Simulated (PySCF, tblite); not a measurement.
# C₆H₁₂N₂OSi: geometry, infrared bands and NMR shifts

Aim: predict the infrared bands and NMR shifts of C₆H₁₂N₂OSi (`CC(=O)N(C)[C@@H]1C=N[SiH2]C1`).

Programs: tblite 0.8.0 and PySCF 2.14.0, with density-fitted response routines of our own. Each step states its level of theory. These are calculated values for one molecule in the gas phase, unless marked as measured. Atoms are numbered from 0 throughout.

## 1. The molecule as given

22 atoms, charge 0, multiplicity 1; geometry from: force field or distance geometry start.

Bonds of the start (Å): C0–C1 1.49, C1–O2 1.23, C1–N3 1.40, N3–C4 1.46, N3–C5 1.48, C5–C6 1.52, C6–N7 1.31, N7–Si8 1.75, Si8–C9 1.87, C9–C5 1.53, C0–H10 1.09, C0–H11 1.09, C0–H12 1.10, C4–H13 1.10, C4–H14 1.09, C4–H15 1.09, C5–H16 1.09, C6–H17 1.11, Si8–H18 1.47, Si8–H19 1.49, C9–H20 1.10, C9–H21 1.10.

## 2. Geometry optimisation with GFN2-xTB

The job: settings as JSON, then the geometry in Å.

```
{"job": {"kind": "relax", "xc": "GFN2-xTB", "basis": "xTB"}, "charge": 0, "multiplicity": 1}
C     -3.123900     0.294000    -0.368900
C     -1.896800    -0.537800    -0.550200
O     -1.981500    -1.714600    -0.913400
N     -0.662400     0.056400    -0.270600
C     -0.526000     1.349500     0.396700
C      0.540200    -0.776000    -0.475800
C      0.954200    -1.397100     0.852600
N      2.088900    -1.113800     1.437400
Si     2.983100    -0.011100     0.414200
C      1.774100    -0.049000    -1.011600
H     -3.313000     0.487100     0.691600
H     -3.041900     1.233600    -0.916600
H     -3.999800    -0.243000    -0.759700
H      0.036600     2.025400    -0.267000
H      0.004500     1.234100     1.337700
H     -1.488100     1.817500     0.624300
H      0.300900    -1.596200    -1.150000
H      0.245100    -2.106700     1.331800
H      4.304100    -0.562000     0.071200
H      3.011700     1.326900     1.064600
H      1.557700     0.944200    -1.430900
H      2.221900    -0.641900    -1.820000
```

Started as:

```sh
OMP_NUM_THREADS=1 python probes_run.py task.json out
```

The driver reads the jobs from task.json and runs them one after another.

The log of the run:

```text
step      E/eV     max force
  0    -832.84520    3.116
  1    -832.97971    2.345
  2    -833.03423    0.440
  3    -833.05252    0.376
  4    -833.07856    0.413
  5    -833.08750    0.322
  6    -833.09861    0.239
  7    -833.10692    0.226
  8    -833.11120    0.202
  9    -833.11449    0.129
 10    -833.11641    0.135
 11    -833.11855    0.127
 12    -833.12094    0.153
 13    -833.12323    0.127
 14    -833.12487    0.101
 15    -833.12605    0.092
 16    -833.12707    0.082
 17    -833.12794    0.064
 18    -833.12877    0.065
 19    -833.12978    0.070
 20    -833.13120    0.104
 21    -833.13293    0.106
 22    -833.13455    0.076
 23    -833.13590    0.074
 24    -833.13725    0.083
 25    -833.13884    0.110
 26    -833.14031    0.096
 27    -833.14133    0.080
 28    -833.14204    0.088
 29    -833.14281    0.080
 30    -833.14381    0.087
 31    -833.14494    0.077
 32    -833.14602    0.070
 33    -833.14713    0.071
 34    -833.14850    0.080
 35    -833.15021    0.104
 36    -833.15197    0.120
 37    -833.15350    0.099
 38    -833.15476    0.076
 39    -833.15588    0.069
 40    -833.15698    0.075
 41    -833.15804    0.082
 42    -833.15908    0.082
 43    -833.16022    0.083
 44    -833.16128    0.086
 45    -833.16236    0.107
 46    -833.16363    0.092
 47    -833.16629    0.108
 48    -833.16775    0.101
 49    -833.17023    0.087
 50    -833.17177    0.081
 51    -833.17352    0.098
 52    -833.17552    0.147
 53    -833.17786    0.140
 54    -833.18102    0.119
 55    -833.18380    0.111
 56    -833.18541    0.089
 57    -833.18932    0.119
 58    -833.19200    0.164
 59    -833.19401    0.147
 60    -833.19594    0.089
 61    -833.19720    0.072
 62    -833.19882    0.074
 63    -833.20070    0.081
 64    -833.20225    0.089
 65    -833.20363    0.089
 66    -833.20527    0.088
 67    -833.20737    0.120
 68    -833.20954    0.120
 69    -833.21115    0.103
 70    -833.21209    0.069
 71    -833.21293    0.060
 72    -833.21412    0.052
 73    -833.21533    0.059
 74    -833.21638    0.057
 75    -833.21697    0.044
 76    -833.21726    0.034
 77    -833.21753    0.031
 78    -833.21785    0.038
 79    -833.21821    0.040
 80    -833.21855    0.039
 81    -833.21883    0.033
 82    -833.21904    0.027
 83    -833.21925    0.030
 84    -833.21952    0.037
 85    -833.21989    0.047
 86    -833.22031    0.051
 87    -833.22069    0.044
 88    -833.22098    0.043
 89    -833.22124    0.036
 90    -833.22152    0.036
 91    -833.22180    0.040
 92    -833.22203    0.038
 93    -833.22222    0.042
 94    -833.22242    0.039
 95    -833.22268    0.032
 96    -833.22296    0.034
 97    -833.22318    0.028
 98    -833.22335    0.028
 99    -833.22354    0.035
100    -833.22383    0.047
101    -833.22431    0.064
102    -833.22498    0.064
103    -833.22576    0.053
104    -833.22652    0.053
105    -833.22728    0.058
106    -833.22735    0.097
107    -833.22856    0.067
108    -833.22908    0.064
109    -833.22995    0.040
110    -833.23023    0.046
111    -833.23066    0.036
112    -833.23083    0.032
113    -833.23100    0.027
114    -833.23127    0.035
115    -833.23138    0.022
116    -833.23157    0.022
117    -833.23167    0.023
118    -833.23178    0.023
119    -833.23189    0.022
120    -833.23204    0.029
121    -833.23224    0.033
122    -833.23244    0.031
123    -833.23259    0.025
124    -833.23270    0.023
125    -833.23279    0.022
126    -833.23287    0.019
127    -833.23296    0.018
128    -833.23304    0.020
129    -833.23314    0.025
130    -833.23325    0.022
131    -833.23336    0.020
132    -833.23350    0.024
133    -833.23367    0.030
134    -833.23391    0.034
135    -833.23425    0.041
136    -833.23464    0.045
137    -833.23498    0.049
138    -833.23525    0.035
139    -833.23551    0.035
140    -833.23581    0.046
141    -833.23614    0.034
142    -833.23639    0.037
143    -833.23658    0.036
144    -833.23678    0.033
145    -833.23701    0.032
146    -833.23722    0.027
147    -833.23736    0.022
148    -833.23745    0.020
149    -833.23754    0.023
150    -833.23765    0.026
151    -833.23776    0.027
152    -833.23786    0.020
153    -833.23793    0.016
154    -833.23797    0.014
155    -833.23802    0.015
156    -833.23807    0.020
157    -833.23814    0.019
158    -833.23820    0.021
159    -833.23827    0.020
160    -833.23834    0.021
161    -833.23842    0.020
162    -833.23852    0.022
163    -833.23862    0.025
164    -833.23872    0.025
165    -833.23882    0.022
166    -833.23890    0.017
167    -833.23897    0.017
168    -833.23902    0.014
169    -833.23907    0.014
170    -833.23911    0.014
171    -833.23916    0.014
172    -833.23920    0.018
173    -833.23925    0.020
174    -833.23929    0.015
175    -833.23933    0.011
176    -833.23936    0.011
177    -833.23939    0.012
178    -833.23943    0.012
179    -833.23948    0.017
180    -833.23955    0.018
181    -833.23961    0.018
182    -833.23966    0.015
183    -833.23971    0.013
184    -833.23975    0.012
185    -833.23979    0.010
186    -833.23981    0.011
187    -833.23984    0.013
188    -833.23987    0.015
189    -833.23993    0.017
190    -833.24002    0.020
191    -833.24013    0.022
192    -833.24023    0.020
193    -833.24034    0.024
194    -833.24046    0.021
195    -833.24056    0.018
196    -833.24062    0.020
197    -833.24068    0.016
198    -833.24072    0.013
199    -833.24076    0.010
200    -833.24079    0.012
201    -833.24082    0.012
202    -833.24085    0.010
203    -833.24086    0.008
```

It took 2 s on 1 thread of Arm Neoverse V1, shared host.

Along the way: (not every step is listed)

```
step  energy from step 0 (eV)  largest force (eV/Å)
   0                   0.0000                3.1157
   1                  -0.1345                2.3445
   2                  -0.1890                0.4398
   3                  -0.2073                0.3764
   4                  -0.2334                0.4134
   5                  -0.2423                0.3218
   6                  -0.2534                0.2391
   7                  -0.2617                0.2261
   8                  -0.2660                0.2022
  27                  -0.2961                0.0799
  46                  -0.3184                0.0918
  65                  -0.3584                0.0888
  84                  -0.3743                0.0375
 103                  -0.3806                0.0532
 122                  -0.3872                0.0306
 141                  -0.3909                0.0345
 160                  -0.3931                0.0206
 179                  -0.3943                0.0171
 198                  -0.3955                0.0127
 199                  -0.3956                0.0104
 200                  -0.3956                0.0117
 201                  -0.3956                0.0119
 202                  -0.3957                0.0102
 203                  -0.3957                0.0082
```

Close pairs (by a distance rule), those that changed most:

```
   bond  before (Å)  after (Å)  change (Å)
  C6–N7       1.308      1.258      -0.049
 Si8–C9       1.870      1.914      +0.044
  C1–N3       1.398      1.358      -0.040
Si8–H19       1.488      1.459      -0.029
  N3–C5       1.477      1.450      -0.027
 C6–H17       1.112      1.086      -0.026
  C1–O2       1.234      1.216      -0.018
  N3–C4       1.462      1.444      -0.018
```

The final coordinates are the input of the step that follows.

## 3. Harmonic vibrations with GFN2-xTB

The job: settings as JSON, then the geometry in Å.

```
{"job": {"kind": "ir", "xc": "GFN2-xTB", "basis": "xTB"}, "charge": 0, "multiplicity": 1}
C     -3.063183     0.269633    -0.730765
C     -1.775754    -0.517317    -0.809244
O     -1.680383    -1.548457    -1.447562
N     -0.725481    -0.007176    -0.115845
C     -0.800474     1.206197     0.663378
C      0.548609    -0.697061    -0.166347
C      1.076600    -1.013329     1.209623
N      2.295897    -0.876886     1.488958
Si     3.211164    -0.256517     0.131099
C      1.648768     0.057426    -0.928254
H     -3.414581     0.326963     0.297055
H     -2.921162     1.279691    -1.108160
H     -3.809622    -0.237265    -1.335735
H     -1.032771     2.072661     0.038073
H      0.161560     1.372754     1.144265
H     -1.563255     1.129096     1.442065
H      0.339356    -1.656531    -0.659625
H      0.380275    -1.379137     1.958572
H      4.084597    -1.290160    -0.407789
H      3.909596     0.954948     0.546080
H      1.405534     1.118718    -0.966579
H      1.714301    -0.288865    -1.955785
```

The log of the run:

```text
mode    cm-1     km/mol
  1      43.5      2.73
  2      57.0      2.31
  3      82.0      3.88
  4     110.7      1.83
  5     160.1      2.63
  6     198.4      8.73
  7     233.7      3.65
  8     251.6      3.96
  9     323.7      4.14
 10     348.7      2.37
 11     386.6      2.71
 12     459.0     10.84
 13     484.7     15.99
 14     501.3      5.26
 15     556.7     12.33
 16     566.4     47.94
 17     583.5     40.22
 18     622.5    106.02
 19     665.5     26.08
 20     746.1     67.32
 21     757.5     73.16
 22     776.3    132.56
 23     795.2    124.59
 24     839.9    154.33
 25     876.0     22.94
 26     923.1     13.63
 27     997.6     24.64
 28    1000.0     17.89
 29    1034.3      4.15
 30    1071.8     43.83
 31    1096.3     17.71
 32    1102.5     45.17
 33    1120.8      0.26
 34    1183.3     87.83
 35    1227.0      1.74
 36    1246.2      7.77
 37    1275.0    100.57
 38    1278.4     11.90
 39    1371.4     20.57
 40    1378.7    153.54
 41    1426.2     25.08
 42    1455.8     19.56
 43    1464.4      0.27
 44    1478.9     15.03
 45    1489.3      3.67
 46    1492.8      5.15
 47    1689.8    212.03
 48    1719.9    523.00
 49    2303.9    371.91
 50    2322.8    244.59
 51    2896.7     18.89
 52    2947.4     22.08
 53    2971.6     29.00
 54    2995.8     51.44
 55    2998.4     32.86
 56    3024.2     16.85
 57    3028.6     13.41
 58    3032.9     12.52
 59    3034.0     12.28
 60    3064.0      8.93
```

Run time: 1.1 s. Hardware: 1 thread of Arm Neoverse V1, shared host.

The strongest bands and the atoms that carry them (share of the mass-weighted mode):

```
cm⁻¹  km/mol                                   atoms
 776   132.6             H21 23 %, C9 20 %, H18 16 %
 795   124.6  Si8 11 %, H17 11 %, H20 11 %, H19 11 %
 840   154.3                       N7 32 %, Si8 14 %
1379   153.5                        N3 30 %, C1 21 %
1690   212.0                        C6 55 %, N7 43 %
1720   523.0                        C1 64 %, O2 33 %
2304   371.9                                H19 92 %
2323   244.6                                H18 92 %
```

## 4. NMR shieldings: PBE0/pcSseg-1

Same as in step 3 but for these lines:

```diff
@@ -1,2 +1,2 @@
-{"job": {"kind": "ir", "xc": "GFN2-xTB", "basis": "xTB"}, "charge": 0, "multiplicity": 1}
+{"job": {"kind": "nmr", "xc": "PBE0", "basis": "pcSseg-1"}, "charge": 0, "multiplicity": 1}
 C     -3.063183     0.269633    -0.730765
```

With the program's defaults for keys left out, this is: GIAO PBE0/pcSseg-1 NMR shielding, non-relativistic, gas phase.

The log of the run:

```text
coarse grid: 18792 points
cycle   1  E = -709.1692983842  dE =  1.570e+00  |g| = 9.462e-01  |ddm| = 4.256e+00
cycle   2  E = -708.5602333118  dE =  6.091e-01  |g| = 1.977e+00  |ddm| = 2.848e+00
cycle   3  E = -709.3422452202  dE = -7.820e-01  |g| = 2.390e-01  |ddm| = 2.200e+00
cycle   4  E = -709.3536357827  dE = -1.139e-02  |g| = 9.911e-02  |ddm| = 2.754e-01
cycle   5  E = -709.3554683747  dE = -1.833e-03  |g| = 3.527e-02  |ddm| = 8.864e-02
cycle   6  E = -709.3557307213  dE = -2.623e-04  |g| = 9.195e-03  |ddm| = 3.433e-02
cycle   7  E = -709.3557462054  dE = -1.548e-05  |g| = 3.779e-03  |ddm| = 9.678e-03
cycle   8  E = -709.3557492086  dE = -3.003e-06  |g| = 6.970e-04  |ddm| = 3.204e-03
final grid: 176832 points
cycle   9  E = -709.4231867031  dE = -6.184e-05  |g| = 1.313e-02  |ddm| = 4.372e-02
cycle  10  E = -709.4231121409  dE =  7.456e-05  |g| = 2.357e-02  |ddm| = 2.838e-02
cycle  11  E = -709.4232214320  dE = -1.093e-04  |g| = 3.353e-03  |ddm| = 1.993e-02
cycle  12  E = -709.4232236769  dE = -2.245e-06  |g| = 4.258e-04  |ddm| = 2.772e-03
cycle  13  E = -709.4232237016  dE = -2.474e-08  |g| = 2.576e-04  |ddm| = 5.532e-04
cycle  14  E = -709.4232237150  dE = -1.338e-08  |g| = 8.352e-05  |ddm| = 2.890e-04
cycle  15  E = -709.4232237165  dE = -1.483e-09  |g| = 2.335e-05  |ddm| = 8.824e-05
cycle  16  E = -709.4232237166  dE = -1.205e-10  |g| = 3.636e-06  |ddm| = 2.115e-05
converged SCF energy = -709.4232237166

GIAO shielding tensors (ppm)
atom      isotropic    diamagn.    paramagn.     s11        s22        s33       span
  0 C      163.728     251.666     -87.938    146.803    156.528    187.851     41.048
  1 C       15.249     247.470    -232.221    -71.871     25.161     92.456    164.326
  2 O      -92.211     404.147    -496.358   -388.562   -194.905    306.835    695.397
  3 N      135.526     337.326    -201.800     19.905    155.838    230.834    210.929
  4 C      154.218     249.294     -95.076    139.278    142.657    180.720     41.441
  5 C      120.441     250.992    -130.551     87.957    124.010    149.356     61.400
  6 C       -7.098     255.873    -262.971   -108.153     -9.708     96.568    204.720
  7 N     -127.826     328.314    -456.140   -496.868   -155.903    269.294    766.162
  8 Si     351.139     882.157    -531.018    262.835    376.258    414.324    151.488
  9 C      175.915     253.830     -77.915    147.771    179.015    200.959     53.189
 10 H       29.607      29.956      -0.350     25.467     29.234     34.120      8.653
 11 H       29.710      30.255      -0.545     25.509     29.592     34.030      8.521
 12 H       29.534      27.231       2.303     25.254     27.889     35.460     10.205
 13 H       28.855      32.576      -3.722     25.492     26.138     34.933      9.441
 14 H       29.291      33.115      -3.825     24.004     30.699     33.169      9.165
 15 H       28.670      32.386      -3.716     24.843     26.429     34.738      9.895
 16 H       25.796      34.535      -8.738     21.127     25.586     30.675      9.548
 17 H       23.275      32.588      -9.313     20.819     22.202     26.805      5.987
 18 H       26.631      29.218      -2.587     23.427     24.536     31.928      8.501
 19 H       26.413      29.398      -2.985     23.422     24.276     31.542      8.119
 20 H       31.361      33.955      -2.594     25.597     31.476     37.010     11.413
 21 H       30.405      32.152      -1.747     25.482     28.504     37.229     11.746
```

It took 65 s on 1 thread of Arm Neoverse V1, shared host; peak memory 1.1 GiB.

Shifts follow as δ = σ(reference) − σ, with reference shieldings (ppm) from runs at the same level and on the same kind of geometry: ¹H TMS 31.72, ¹³C TMS 186.9, ²⁹Si TMS 349.2, ¹⁵N NH3 267.7, ¹⁷O H2O 336.1. The references are single molecules in the gas phase, so shifts against H2O, NH3, PH3, H3PO4 or CFCl3 are not on the usual liquid scales and can be off by tens of ppm. Atoms listed in one row are averaged.

```
        atoms                                                 environment  σ (ppm)  δ (ppm)  δ scaled to CDCl3
           C6                                                  C=N carbon     -7.1    194.0              187.5
           C1                                       amide carbonyl carbon     15.2    171.7              165.6
           C5                                          sp3 CH bonded to N    120.4     66.5               63.0
           C4                                   methyl carbon bonded to N    154.2     32.7               30.0
           C0                               methyl carbon α to a carbonyl    163.7     23.2               20.7
           C9                                        sp3 CH2 bonded to Si    175.9     11.0                8.8
          H17                                    hydrogen on a C=N carbon    23.28     8.44               8.06
          H16                           hydrogen on an sp3 CH bonded to N    25.80     5.92               5.69
          H19  hydrogen on a silicon bonded to C, N, in a 5-membered ring    26.41     5.30                  –
          H18  hydrogen on a silicon bonded to C, N, in a 5-membered ring    26.63     5.09                  –
H13, H14, H15                     hydrogen on a methyl carbon bonded to N    28.94     2.78               2.72
H10, H11, H12                 hydrogen on a methyl carbon α to a carbonyl    29.62     2.10               2.08
          H21                         hydrogen on an sp3 CH2 bonded to Si    30.40     1.31               1.34
          H20                         hydrogen on an sp3 CH2 bonded to Si    31.36     0.36               0.44
           O2                                  amide-type carbonyl oxygen    -92.2    428.3                  –
           N7                                              imine nitrogen   -127.8    395.6                  –
           N3                                         amide-type nitrogen    135.5    132.2                  –
          Si8           silicon bonded to C, N, 2 H, in a 5-membered ring    351.1     -2.0                  –
```

The scaled column applies a straight-line fit of computed shieldings to shifts measured in CDCl3 (root-mean-square error 0.16 ppm for H, 1.9 ppm for C).

The run also stored atomic charges by several schemes (e):

```
atoms  Mulliken    IAO  Hirshfeld  ESP fit
   C0     -0.28  -0.48      -0.12    -0.59
   C1      0.41   0.42       0.17     0.71
   O2     -0.45  -0.51      -0.29    -0.60
   N3     -0.67  -0.19      -0.04    -0.34
   C4     -0.07  -0.31      -0.06    -0.50
   C5     -0.06  -0.06       0.01     0.42
   C6      0.14   0.04       0.05     0.15
   N7     -0.51  -0.55      -0.26    -0.59
  Si8      0.74   0.88       0.38     0.60
   C9     -0.47  -0.57      -0.17    -0.49
```

Mayer bond orders: C0–C1 1.02, C1–O2 1.88, C1–N3 1.11, N3–C4 0.92, N3–C5 0.88, C5–C6 0.98, C6–N7 1.93, N7–Si8 0.96, Si8–C9 0.90, C9–C5 1.01.

Ring of atoms C5, C6, N7, Si8, C9: NICS(0) -2.4, NICS(1) -4.2, NICS(1)zz -5.1 ppm (means of both faces).

## 5. Results

```
                                                              quantity                                               value
                             strongest single infrared mode (GFN2-xTB)                               1720 cm⁻¹, 523 km/mol
                                          zero-point energy (GFN2-xTB)                                      108.0 kcal/mol
                                ¹³C shifts against TMS (PBE0/pcSseg-1)            194.0, 171.7, 66.5, 32.7, 23.2, 11.0 ppm
¹H shifts against TMS (PBE0/pcSseg-1, means over atoms taken as alike)  8.44, 5.92, 5.30, 5.09, 2.78, 2.10, 1.31, 0.36 ppm
                                ¹⁷O shifts against H2O (PBE0/pcSseg-1)                                           428.3 ppm
                                ¹⁵N shifts against NH3 (PBE0/pcSseg-1)                                    395.6, 132.2 ppm
                               ²⁹Si shifts against TMS (PBE0/pcSseg-1)                                            -2.0 ppm
```

**Reading.** Over 203 steps the energy fell by 0.396 eV; of the close pairs, C6–N7 changed most, 1.308 to 1.258 Å. No mode is imaginary among the 60: a minimum at this level. The strongest single mode, at 1720 cm⁻¹, moves mainly C1 and O2. Unscaled tight-binding wavenumbers are off by several per cent, some by more. Its intensities can rank the bands wrongly. At PBE0/pcSseg-1: The widest tensor belongs to N7: span 766 ppm, with a paramagnetic part of -456 ppm.
